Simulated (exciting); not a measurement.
Set up this calculation in exciting (release sodium), as an ASE script.

* Task: band structure
* Functional: revPBE
* Potentials or basis: all-electron LAPW+lo, shipped species files, valence relativity iora*
* rgkmax: 8
* k mesh: 8 × 8 × 8
* Occupations: methfessel-paxton-2, width 0.136 eV
* Spin: no spin polarisation
* outputlevel: normal
* gmaxvr (cutoff of density and potential): 14 1/bohr
* lmaxapw (and lmaxmat): 10
* lmaxvr: 8
* nempty: 18
* Valence relativity: iora*
* epsengy: 1e-05 Ha
* epspot: 1e-05 Ha
* maxscl: 60
* Muffin-tin radii: Ru 2.3, Au 2.3 bohr

The structure of RuAu lies in RuAu.xyz:

```xyz
2
Lattice="3.1648100000 0.0000000000 0.0000000000 0.0000000000 3.1648100000 0.0000000000 0.0000000000 0.0000000000 3.1648100000" Properties=species:S:1:pos:R:3 pbc="T T T"
Ru     0.0000000000      0.0000000000      0.0000000000
Au     1.5824050000      1.5824050000      1.5824050000
```

The cell was built by a generator and needn't be a form met in nature.

One way to write it, as run:

run_exciting.py

```python
import subprocess
import xml.etree.ElementTree as ET
from ase.io import read
from ase.units import Bohr

atoms = read("RuAu.xyz")
rmt = {'Ru': 2.3, 'Au': 2.3}  # bohr
tasks = """
<groundstate do="fromscratch" ngridk="8 8 8" rgkmax="8" gmaxvr="14" lmaxapw="10" lmaxmat="10" lmaxvr="8" xctype="GGA_PBE_R" stype="Methfessel-Paxton 2" swidth="0.00499791" nempty="18" ValenceRelativity="iora*" epsengy="1e-05" epspot="1e-05" maxscl="60" outputlevel="normal"/>
<properties>
  <bandstructure>
    <plot1d>
      <path steps="120">
        <point coord="0 0 0" label="G"/>
        <point coord="0 0.5 0" label="X"/>
        <point coord="0.5 0.5 0" label="M"/>
        <point coord="0 0 0" label="G"/>
        <point coord="0.5 0.5 0.5" label="R"/>
        <point coord="0 0.5 0" label="X" breakafter="true"/>
        <point coord="0.5 0.5 0" label="M"/>
        <point coord="0.5 0.5 0.5" label="R"/>
      </path>
    </plot1d>
  </bandstructure>
  <dos nwdos="300" winddos="-0.6 0.5" inttype="tetra" ngrdos="100" nsmdos="2"/>
</properties>
"""

root = ET.Element("input")
ET.SubElement(root, "title").text = "RuAu"
structure = ET.SubElement(root, "structure", speciespath="./", tshift="false")
crystal = ET.SubElement(structure, "crystal", scale="1.0")
for vector in atoms.cell / Bohr:
    ET.SubElement(crystal, "basevect").text = " ".join(f"{x:.12f}" for x in vector)
symbols = atoms.get_chemical_symbols()
for element in dict.fromkeys(symbols):
    species = ET.SubElement(structure, "species", speciesfile=element + ".xml", rmt=str(rmt[element]))
    for symbol, position in zip(symbols, atoms.get_scaled_positions(wrap=False)):
        if symbol == element:
            ET.SubElement(species, "atom", coord=" ".join(f"{x:.12f}" for x in position))
root.extend(ET.fromstring("<tasks>" + tasks + "</tasks>"))
ET.indent(root)
ET.ElementTree(root).write("input.xml")
subprocess.run(["exciting_smp"], check=True)
```

Potentials or basis: all-electron LAPW+lo, shipped species files, valence relativity iora*.

The run is started by

```console
$ OMP_NUM_THREADS=1 python run_exciting.py
```

It gave:

- Band gap on the k mesh: none (metal or under the smearing width)
- All electrons inside the program's atomic spheres: Ru 41.88; Au 76.81 (radii Ru 2.3, Au 2.3 bohr)
- Density of states at the Fermi level: 3.66 states/eV per cell

Caveat: the tetrahedron DOS on this energy grid can lose part of the weight of narrow d or f bands; spin-orbit coupling is left out, which moves the levels of the heavy elements.

It took 80 s on 1 thread of Arm Neoverse V1, on a shared host, peak memory 0.12 GiB.
